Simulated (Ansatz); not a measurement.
# GeHCl+ (quartet): from Hartree-Fock to the top rungs, cc-pVDZ

One table from this session's results is given with a row withheld; the runs are named, their logs left out.

Computed with Ansatz 0.2.0, Gaussian basis. Level: cc-pVDZ, core rule «outside noble gas», up to 19 orbitals frozen.

Plan: UHF; CCSD(T) on ROHF; CCSD(T) on UHF; BCCD(T) on ROHF; CISD; CCSDT(Q) on ROHF; CCSDT(Q) on UHF; CCSDTQ on ROHF; CCSDTQ on UHF.

8 further runs of the same task are left out: 2 for a known fault of the program, 6 set aside as unsound or not needed.

### The geometry

The geometry is a PBE0/def2-TZVP stationary point (not a proven minimum) of the parent state, kept for this charge and spin. No spin-orbit coupling is included. The filled d shell of Ge may be among the frozen orbitals whatever the setting's name suggests; the logs give the count.

3 atoms, charge 1, spin multiplicity 4.

Atoms are counted from 1 here; the program's logs count them from 0.

Bond lengths: Ge1–Cl2 2.148 Å, Ge1–H3 1.556 Å. Angles: Cl2–Ge1–H3 115.2°.

As a file:

```xyz
3
ClGeH
Ge    0.00000   -0.03918    0.69103
Cl    0.00000    0.04209   -1.45582
H     0.00000    1.34312    1.40582
```

The first run:

Input file in.yaml:

```yaml
crystal:
  periodic: [false, false, false]
  atoms:
    - {symbol: Ge, position_ang: [0.000000, -0.039179, 0.691027]}
    - {symbol: Cl, position_ang: [0.000000, 0.042088, -1.455820]}
    - {symbol: H, position_ang: [0.000000, 1.343123, 1.405821]}
basis:
  gaussian: {orbitals: cc-pVDZ}
total_charge: 1
magnetization: {spin_polarized: true, initial_magnetization: 3}
hamiltonian: {xc: hf}
output: {orbitals: {seedname: orbitals}}
```

Started as:

```bash
> ansatz run in.yaml --threads 1 --pin off --events-out ev --progress --plain --max-ram 3968MiB --backend cpu
```

Among the steps run: UHF; CCSD(T) on ROHF; CCSD(T) on UHF; BCCD(T) on ROHF; CISD; CCSDT(Q) on ROHF; CCSDT(Q) on UHF; CCSDTQ on ROHF; CCSDTQ on UHF.

One table of the session follows, with a row left open; its other results are not shown here.

It belongs to the step «Misses and costs». 

| method | from UCCSDTQ (kJ/mol) |
| --- | --- |
| ROHF | +531.1 |
| UHF | +512.8 |
| RMP2 | +94.0 |
| UMP2 | +94.0 |
| RCCSD | +14.3 |
| UCCSD | +12.7 |
| RCCSD(T) | +4.1 |
| UCCSD(T) | +2.9 |
| BCCD(T) | +4.1 |
| RCCSDT | +1.9 |
| UCCSDT | ? |
| RCCSDT(Q) | +1.2 |
| UCCSDT(Q) | +0.1 |
| RCCSDTQ | +1.2 |
| UCCSDTQ | 0 |

**Question.** Estimate the row for UCCSDT.

As computed: from UCCSDTQ (kJ/mol): +0.7. In the column «from UCCSDTQ (kJ/mol)» it lies between UCCSDT(Q) (+0.1) and RCCSDT(Q) (+1.2).

To keep in mind: Restricted and unrestricted rows rest on different reference determinants; where their highest levels disagree by more than a few hundredths of an eV, they describe different states and don't form one ladder.
